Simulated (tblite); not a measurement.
# C5H11NO2Si2: the cost of one run

Computed with tblite 0.8.0 and PySCF 2.14.0, with density-fitted response routines of our own, on a single molecule in the gas phase. Atoms are numbered from 0 throughout.

## 1. Starting geometry

21 atoms, charge 0, multiplicity 1; geometry from: force field or distance geometry start.

Bonds of the start (Å): C0–O1 1.43, O1–C2 1.36, C2–C3 1.33, C3–Si4 1.87, Si4–C5 1.89, C5–N6 1.16, Si4–C7 1.91, C7–O8 1.43, O8–Si9 1.67, C0–H10 1.09, C0–H11 1.09, C0–H12 1.08, C2–H13 1.09, C3–H14 1.08, Si4–H15 1.49, C7–H16 1.10, C7–H17 1.11, Si9–H18 1.48, Si9–H19 1.48, Si9–H20 1.49.

## 2. Optimising the geometry with GFN2-xTB

What the job is given:

```
{"job": {"kind": "relax", "xc": "GFN2-xTB", "basis": "xTB"}, "charge": 0, "multiplicity": 1}
C      3.373300     1.718000     0.448100
O      2.063400     1.936200     0.987300
C      1.178900     0.902100     0.903800
C      1.334500    -0.294900     0.335100
Si     0.021900    -1.621000     0.285900
C      0.590600    -3.102400    -0.746800
N      0.946300    -3.999400    -1.392200
C     -1.581700    -0.927900    -0.486100
O     -2.189400     0.152900     0.220600
Si    -3.573700     0.851900    -0.405900
H      3.948300     2.628100     0.609800
H      3.870300     0.891400     0.957300
H      3.303900     1.544100    -0.619800
H      0.244900     1.225800     1.364500
H      2.264000    -0.596800    -0.113600
H     -0.263800    -2.050300     1.687800
H     -1.343000    -0.613600    -1.510000
H     -2.298000    -1.774600    -0.543200
H     -4.620400    -0.184400    -0.510900
H     -4.014600     1.951500     0.483800
H     -3.264600     1.380300    -1.759000
```

Command:

```console
OMP_NUM_THREADS=1 python probes_run.py task.json out
```

One launch serves the whole session: the jobs run in the order shown.

Q: Estimate the wall time and peak memory of this first job on 1 thread of Arm Neoverse N1, shared host.

About 2.9 s, with a peak of 0.18 GiB.
